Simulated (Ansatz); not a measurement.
**BGeH₉Si₂: a ladder of functionals and wavefunction methods**

The task here is to estimate one member of a computed series from the others.

Program: Ansatz 0.2.0, Gaussian basis. Level of theory: functionals in def2-TZVPP, the program's frozen cores in correlated methods. These are calculated values, not measurements.

Plan: PBE-D4, r2SCAN-D4, PBE0-D4, B3LYP-D4, ωB97X-V, ωB97M-V, B2PLYP; CCSD(T)/def2-TZVPP; MP2/def2-QZVPP; extrapolation to the limit.

## Structure used throughout

The geometry comes from an earlier relaxation with PBE0-D4 in a triple-zeta def2 set; it is a stationary point, not always the lowest conformer.

SMILES `[SiH3][SiH2][BH][GeH3]`, 13 atoms, charge 0, spin multiplicity 1.

Atoms are counted from 1 here; the program's logs count them from 0.

Bond lengths: Si1–Si2 2.361 Å, Si1–H5 1.487 Å, Si1–H6 1.487 Å, Si1–H7 1.488 Å, Si2–B3 1.975 Å, Si2–H8 1.489 Å, Si2–H9 1.489 Å, B3–Ge4 2.057 Å, B3–H10 1.196 Å, Ge4–H11 1.539 Å, Ge4–H12 1.544 Å, Ge4–H13 1.541 Å. Angles: Si2–Si1–H5 110.5°, Si2–Si1–H6 110.1°, Si2–Si1–H7 109.8°, H5–Si1–H6 108.7°, H5–Si1–H7 108.9°, H6–Si1–H7 108.9°, Si1–Si2–B3 98.7°, Si1–Si2–H8 106.7°, Si1–Si2–H9 108.1°, B3–Si2–H8 114.8°, B3–Si2–H9 117.6°, H8–Si2–H9 109.6°, Si2–B3–Ge4 121.5°, Si2–B3–H10 120.3°, Ge4–B3–H10 117.8°, B3–Ge4–H11 113.7°, B3–Ge4–H12 107.7°, B3–Ge4–H13 112.3° and more.

The first run:

in.yaml

```yaml
crystal:
  periodic: [false, false, false]
  atoms:
    - {symbol: Si, position_ang: [-1.628369, -0.002069, 1.481799]}
    - {symbol: Si, position_ang: [0.306252, -1.203090, 0.857877]}
    - {symbol: B, position_ang: [1.276785, 0.252101, -0.058922]}
    - {symbol: Ge, position_ang: [0.902030, 0.723259, -2.025512]}
    - {symbol: H, position_ang: [-1.277766, 1.105954, 2.409559]}
    - {symbol: H, position_ang: [-2.282149, 0.574013, 0.276329]}
    - {symbol: H, position_ang: [-2.588789, -0.912869, 2.161014]}
    - {symbol: H, position_ang: [-0.144482, -2.309540, -0.030824]}
    - {symbol: H, position_ang: [0.918098, -1.769436, 2.091555]}
    - {symbol: H, position_ang: [2.015254, 0.965733, 0.554511]}
    - {symbol: H, position_ang: [-0.274106, -0.060288, -2.635736]}
    - {symbol: H, position_ang: [2.165058, 0.374670, -2.841758]}
    - {symbol: H, position_ang: [0.632681, 2.226861, -2.224992]}
basis:
  gaussian: {orbitals: def2-TZVPP}
hamiltonian: {xc: pbe, dispersion: d4}
output: {forces: true, orbitals: {seedname: orbitals}}
```

Command:

```console
ansatz run in.yaml --threads 4 --pin off --events-out ev --progress --plain --max-ram 10444MiB
```

Among the steps run: PBE-D4 (GGA); r2SCAN-D4 (meta-GGA); PBE0-D4 (hybrid); B3LYP-D4 (hybrid); ωB97X-V (range-separated); ωB97M-V (range-separated); B2PLYP (double hybrid); CCSD(T) in def2-TZVPP; MP2 in def2-QZVPP.

One table of the session follows, with a row left open; its other results are not shown here.

It belongs to the step «Atomisation energies». 

| method | atomisation energy (kcal/mol) |
| --- | --- |
| PBE-D4 | 877.6 |
| r2SCAN-D4 | 889.9 |
| PBE0-D4 | 877.8 |
| B3LYP-D4 | 885.8 |
| ωB97X-V | 894.7 |
| ωB97M-V | 883.2 |
| B2PLYP | ? |
| HF/def2-TZVPP | 678.8 |
| MP2/def2-TZVPP | 856.3 |
| CCSD/def2-TZVPP | 861.0 |
| CCSD(T)/def2-TZVPP | 868.6 |
| MP2/CBS | 874.4 |
| CCSD(T)/CBS | 886.7 |

Estimate the missing values for B2PLYP.

The run gave: atomisation energy (kcal/mol): 871.9. In the column «atomisation energy (kcal/mol)» it lies between CCSD(T)/def2-TZVPP (868.6) and MP2/CBS (874.4).

To keep in mind: Free atoms (2 Si, 1 B, 1 Ge, 9 H) were run apart at each level; the atomisation energy is their sum less the molecule, without zero-point or spin-orbit terms.
